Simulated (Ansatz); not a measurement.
# CH₄FNSi: a ladder of functionals and wavefunction methods

How much do the methods differ for CH₄FNSi? The plan is to run it at one geometry with functionals of several rungs and with coupled cluster, and see how far each lands from CCSD(T) at the basis-set limit for the atomisation energy.

Method: functionals in def2-TZVPP, the program's frozen cores in correlated methods; program: Ansatz 0.2.0, Gaussian basis.

The runs, in order: LDA (SPW92), PBE-D4, revPBE-D4, BLYP-D4, r2SCAN-D4, B97M-V, PBE0-D4, B3LYP-D4, r2SCANh-D4, r2SCAN0-D4, HSE06-D4, BHLYP-D4, CAM-B3LYP-D4, LC-ωPBE, ωB97X-V, ωB97M-V, B2PLYP, PBE-QIDH; CCSD(T)/def2-SVP; CCSD(T)/def2-TZVPP; MP2/def2-QZVPP; extrapolation to the limit; RPA on PBE.

## (1) Structure used throughout

An earlier PBE0-D4 in a triple-zeta def2 set relaxation fixed the geometry.

SMILES `C=N[SiH2]F`, 8 atoms, charge 0, spin multiplicity 1.

Atoms are counted from 1 here; the program's logs count them from 0.

Bond lengths: C1–N2 1.257 Å, C1–H5 1.099 Å, C1–H6 1.096 Å, N2–Si3 1.716 Å, Si3–F4 1.604 Å, Si3–H7 1.478 Å, Si3–H8 1.478 Å. Angles: N2–C1–H5 124.1°, N2–C1–H6 120.2°, H5–C1–H6 115.7°, C1–N2–Si3 129.6°, N2–Si3–F4 113.4°, N2–Si3–H7 107.9°, N2–Si3–H8 107.9°, F4–Si3–H7 107.6°, F4–Si3–H8 107.6°, H7–Si3–H8 112.7°.

## (2) LDA

This LDA is Slater exchange with PW92 correlation.

File in.yaml:

```yaml
crystal:
  periodic: [false, false, false]
  atoms:
    - {symbol: C, position_ang: [-0.614849, 1.387837, -0.112451]}
    - {symbol: N, position_ang: [0.102246, 0.588940, 0.540763]}
    - {symbol: Si, position_ang: [0.539683, -1.031400, 0.183370]}
    - {symbol: F, position_ang: [-0.078237, -1.567510, -1.196332]}
    - {symbol: H, position_ang: [-1.094829, 1.142253, -1.070233]}
    - {symbol: H, position_ang: [-0.795850, 2.401210, 0.264178]}
    - {symbol: H, position_ang: [2.012148, -1.087908, 0.065820]}
    - {symbol: H, position_ang: [0.021886, -1.890623, 1.269088]}
basis:
  gaussian: {orbitals: def2-TZVPP}
hamiltonian: {xc: lda}
output: {orbitals: {seedname: orbitals}}
```

On the command line:

```console
$ ansatz run in.yaml --threads 2 --pin off --events-out ev --progress --plain --max-ram 4352MiB
```

Further steps of the session: PBE-D4 (GGA); revPBE-D4 (GGA); BLYP-D4 (GGA); r2SCAN-D4 (meta-GGA); B97M-V (meta-GGA); B3LYP-D4 (hybrid); r2SCANh-D4 (hybrid); r2SCAN0-D4 (hybrid); HSE06-D4 (hybrid); BHLYP-D4 (hybrid); CAM-B3LYP-D4 (range-separated); LC-ωPBE (range-separated); ωB97X-V (range-separated); ωB97M-V (range-separated); B2PLYP (double hybrid); PBE-QIDH (double hybrid); CCSD(T) in def2-SVP; CCSD(T) in def2-TZVPP; MP2 in def2-QZVPP; RPA on PBE orbitals.

Q: Predict the results of all the runs planned. Wanted: atomisation energy, CCSD(T)/CBS; farthest beyond LDA; mean size of error, GGA; mean size of error, meta-GGA; mean size of error, hybrid; mean size of error, range-separated; mean size of error, double hybrid; gap, smallest and largest; T1 diagnostic.

**Answer**, as computed:

```
                               quantity                                                   value
        atomisation energy, CCSD(T)/CBS                                           3012.3 kJ/mol
 functionals within 15.1 kJ/mol (0.5 %)  BLYP-D4, r2SCAN-D4, B97M-V, B3LYP-D4, ωB97X-V, ωB97M-V
                    farthest beyond LDA                                 BHLYP-D4 (-96.9 kJ/mol)
                mean size of error, GGA                                             30.1 kJ/mol
           mean size of error, meta-GGA                                              8.6 kJ/mol
             mean size of error, hybrid                                             43.3 kJ/mol
    mean size of error, range-separated                                             14.4 kJ/mol
      mean size of error, double hybrid                                             36.5 kJ/mol
              gap, smallest and largest               3.63 eV (LDA (SPW92)), 11.53 eV (LC-ωPBE)
                          T1 diagnostic                                                  0.0130
triples share of the correlation energy                                                   3.6 %
```

In words: The LDA atomisation energy is off by 412.8 kJ/mol (14 %): it overbinds. PBE-D4 misses by +45.9 kJ/mol. Double hybrids carry the basis error of their MP2 part in triple zeta, and no dispersion term here, so their miss is partly the set-up's. The rungs meta-GGA, range-separated miss on average by less than the doubt on the reference (15.1 kJ/mol), so they tie. The reference freezes the cores and leaves out relativity and excitations past (T), so misses under about 15.1 kJ/mol can't be ranked. Hartree-Fock recovers 72 % of the binding; the rest is correlation. CCSD(T) in def2-SVP is off by -217.6 kJ/mol, which most functionals beat. Orbital gaps span 3.6 to 11.5 eV; exact exchange widens them.
